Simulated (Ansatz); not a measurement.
**C3H7AlOSi: a ladder of functionals and wavefunction methods**

One table from this session's results is given with a row withheld; the runs are named, their logs left out.

The runs use Ansatz 0.2.0, Gaussian basis; functionals in def2-TZVPP, the program's frozen cores in correlated methods.

The runs, in order: PBE-D4, r2SCAN-D4, PBE0-D4, B3LYP-D4, ωB97X-V, ωB97M-V, B2PLYP; CCSD(T)/def2-TZVPP; MP2/def2-QZVPP; extrapolation to the limit.

## Structure used throughout

An earlier PBE0-D4 in a triple-zeta def2 set relaxation fixed the geometry.

13 atoms, charge 0, spin multiplicity 1.

Atoms are counted from 1 here; the program's logs count them from 0.

Bond lengths: C1–C2 1.335 Å, C1–H7 1.089 Å, C1–H8 1.089 Å, C2–Al3 1.938 Å, C2–H9 1.090 Å, Al3–Si4 2.444 Å, Al3–C5 1.944 Å, Al3–O6 1.967 Å, Si4–H10 1.492 Å, Si4–H11 1.492 Å, Si4–H12 1.493 Å, C5–O6 1.251 Å, C5–H13 1.104 Å. Angles: C2–C1–H7 122.0°, C2–C1–H8 123.0°, H7–C1–H8 115.0°, C1–C2–Al3 120.1°, C1–C2–H9 116.7°, Al3–C2–H9 123.2°, C2–Al3–Si4 123.7°, C2–Al3–C5 118.5°, C2–Al3–O6 113.8°, Si4–Al3–C5 117.6°, Si4–Al3–O6 113.6°, C5–Al3–O6 37.3°, Al3–Si4–H10 112.6°, Al3–Si4–H11 111.4°, Al3–Si4–H12 111.5°, H10–Si4–H11 107.2°, H10–Si4–H12 106.7°, H11–Si4–H12 107.0° and more.

Coordinates:

```mol
C3H7AlOSi
  3D, bonds by distance, orders not assigned

 13 13  0  0  0  0  0  0  0  0999 V2000
   -1.7718   -0.9761    1.3342 C   0  0
   -1.5538    0.2323    0.8110 C   0  0
    0.0368    0.5616   -0.2459 Al  0  0
    1.7613   -1.1204   -0.6579 Si  0  0
    0.1944    2.2601   -1.1779 C   0  0
    0.7460    2.3870   -0.0627 O   0  0
   -1.0703   -1.7980    1.1993 H   0  0
   -2.6540   -1.2157    1.9251 H   0  0
   -2.3117    0.9929    1.0015 H   0  0
    2.1246   -1.8837    0.5717 H   0  0
    3.0136   -0.4995   -1.1793 H   0  0
    1.3178   -2.1236   -1.6702 H   0  0
    0.1876    3.1483   -1.8341 H   0  0
  1  2  8  0
  1  7  8  0
  1  8  8  0
  2  3  8  0
  2  9  8  0
  3  4  8  0
  3  5  8  0
  3  6  8  0
  4 10  8  0
  4 11  8  0
  4 12  8  0
  5  6  8  0
  5 13  8  0
M  END
```

The first run:

Contents of in.yaml:

```yaml
crystal:
  periodic: [false, false, false]
  atoms:
    - {symbol: C, position_ang: [-1.771846, -0.976070, 1.334180]}
    - {symbol: C, position_ang: [-1.553800, 0.232335, 0.810988]}
    - {symbol: Al, position_ang: [0.036837, 0.561607, -0.245901]}
    - {symbol: Si, position_ang: [1.761318, -1.120394, -0.657912]}
    - {symbol: C, position_ang: [0.194422, 2.260095, -1.177875]}
    - {symbol: O, position_ang: [0.745959, 2.387009, -0.062747]}
    - {symbol: H, position_ang: [-1.070348, -1.797966, 1.199314]}
    - {symbol: H, position_ang: [-2.654039, -1.215674, 1.925120]}
    - {symbol: H, position_ang: [-2.311681, 0.992869, 1.001539]}
    - {symbol: H, position_ang: [2.124632, -1.883677, 0.571663]}
    - {symbol: H, position_ang: [3.013647, -0.499470, -1.179329]}
    - {symbol: H, position_ang: [1.317807, -2.123640, -1.670205]}
    - {symbol: H, position_ang: [0.187593, 3.148276, -1.834135]}
basis:
  gaussian: {orbitals: def2-TZVPP}
hamiltonian: {xc: pbe, dispersion: d4}
output: {forces: true, orbitals: {seedname: orbitals}}
```

Command:

```bash
$ ansatz run in.yaml --threads 4 --pin off --events-out ev --progress --plain --max-ram 10444MiB
```

Steps of the session up to this table: PBE-D4 (GGA); r2SCAN-D4 (meta-GGA); PBE0-D4 (hybrid); B3LYP-D4 (hybrid); ωB97X-V (range-separated); ωB97M-V (range-separated); B2PLYP (double hybrid); CCSD(T) in def2-TZVPP; MP2 in def2-QZVPP.

One of the session's tables, all rows but one given; the rest of the session is left out.

It belongs to the step «Atomisation energies». 

| method | atomisation energy (eV) |
| --- | --- |
| PBE-D4 | 50.400 |
| r2SCAN-D4 | 49.666 |
| PBE0-D4 | 49.476 |
| B3LYP-D4 | 49.408 |
| ωB97X-V | 49.664 |
| ωB97M-V | 49.584 |
| B2PLYP | 48.897 |
| HF/def2-TZVPP | ? |
| MP2/def2-TZVPP | 48.908 |
| CCSD/def2-TZVPP | 47.413 |
| CCSD(T)/def2-TZVPP | 48.229 |
| MP2/CBS | 50.173 |
| CCSD(T)/CBS | 49.495 |

**Question.** Estimate the row for HF/def2-TZVPP.

The run gave: atomisation energy (eV): 36.081. In the column «atomisation energy (eV)» it is the lowest.
